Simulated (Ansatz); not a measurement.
The system is Ba2Tl5V3O12.

```
Ba V Tl O
1.0
     6.54548    0.00000    0.00000
     0.00000    6.54548    0.00000
     0.00000    0.00000   13.57484
Ba V Tl O
2 3 5 12
Direct
  0.50000 0.00000 0.56322
  0.00000 0.50000 0.43678
  0.00000 0.00000 0.50000
  0.00000 0.00000 0.00000
  0.50000 0.50000 0.50000
  0.50000 0.00000 0.02980
  0.00000 0.50000 0.68840
  0.00000 0.50000 0.97020
  0.50000 0.00000 0.31160
  0.50000 0.50000 0.00000
  0.81622 0.88853 0.42632
  0.88853 0.18378 0.57368
  0.11147 0.81622 0.57368
  0.18378 0.11147 0.42632
  0.82276 0.85849 0.93300
  0.85849 0.17724 0.06700
  0.14151 0.82276 0.06700
  0.17724 0.14151 0.93300
  0.68323 0.61113 0.57410
  0.61113 0.31677 0.42590
  0.38887 0.68323 0.42590
  0.31677 0.38887 0.57410
```

The cell was built by a generator and needn't be a form met in nature.

| Item | Value |
| --- | --- |
| Program | Ansatz 0.2.0 |
| Task | relaxation of cell and atoms |
| Functional | r2SCAN |
| Dispersion | D4 |
| Potentials or basis | Ansatz PAW |
| Cutoff | 500 eV (not typed: the program's choice for these potentials) |
| k mesh | 3 × 3 × 2 |
| Occupations | fermi-dirac, width 0.05 eV |
| Spin | collinear spin, ferromagnetic start |
| Starting moments | [0.0, 0.0, 2.0, 2.0, 2.0, 0.0, 0.0, 0.0, 0.0, 0.0, 0.0, 0.0, 0.0, 0.0, 0.0, 0.0, 0.0, 0.0, 0.0, 0.0, 0.0, 0.0] μB |

At the start: volume 26.44 Å³/atom.

Question: Where does the relaxation end?

Answer: It ends after 13 steps and the volume is 20.76 Å³/atom (-21.5 %); space group P-4 (No. 81, to 0.05 Å); moment 0.00 μB per cell.

Step by step:
```csv
step,energy change (eV),largest force (eV/Å),volume (Å³)
1,0.0000,0.4437,581.59
2,-0.0370,0.4161,535.45
3,-0.1529,0.2110,542.87
4,-0.1580,0.3130,539.46
5,-0.2282,0.0842,517.84
6,-0.2710,0.0614,504.71
7,-0.3314,0.1055,487.28
8,-0.3852,0.1586,474.07
9,-0.4364,0.1078,462.01
10,-0.4562,0.0879,457.75
11,-0.4588,0.0650,457.14
12,-0.4597,0.0015,456.77
13,-0.4307,0.0039,456.77
```

Final structure:
```cif
data_structure
_symmetry_space_group_name_H-M 'P 1'
_symmetry_Int_Tables_number 1
_cell_length_a 6.4795
_cell_length_b 6.4795
_cell_length_c 10.8798
_cell_angle_alpha 90.000
_cell_angle_beta 90.000
_cell_angle_gamma 90.000
_cell_volume 456.77
loop_
_atom_site_label
_atom_site_type_symbol
_atom_site_fract_x
_atom_site_fract_y
_atom_site_fract_z
_atom_site_occupancy
Ba1 Ba 0.50000 0.00000 0.57950 1
Ba2 Ba 0.00000 0.50000 0.42050 1
V1 V 0.00000 0.00000 0.50000 1
V2 V 0.00000 0.00000 0.00000 1
V3 V 0.50000 0.50000 0.50000 1
Tl1 Tl 0.50000 0.00000 0.95598 1
Tl2 Tl 0.00000 0.50000 0.73021 1
Tl3 Tl 0.00000 0.50000 0.04402 1
Tl4 Tl 0.50000 0.00000 0.26979 1
Tl5 Tl 0.50000 0.50000 0.00000 1
O1 O 0.81549 0.88717 0.40947 1
O2 O 0.88717 0.18451 0.59053 1
O3 O 0.11283 0.81549 0.59053 1
O4 O 0.18451 0.11283 0.40947 1
O5 O 0.85649 0.82161 0.91910 1
O6 O 0.82161 0.14351 0.08090 1
O7 O 0.17839 0.85649 0.08090 1
O8 O 0.14351 0.17839 0.91910 1
O9 O 0.68354 0.61056 0.59212 1
O10 O 0.61056 0.31646 0.40788 1
O11 O 0.38944 0.68354 0.40788 1
O12 O 0.31646 0.38944 0.59212 1
```

Caveat: the magnetic or orbital state may not be the lowest; the volume moved by over 15 % at a fixed basis, so the end points are rough; the plane-wave basis is chosen anew once the cell has moved, so the energies of steps on either side of that aren't comparable; the PAW data sets come from PBE, with cores solved anew for the run's functional, which leaves a small shift of forces and pressure; the starting moments weren't kept.
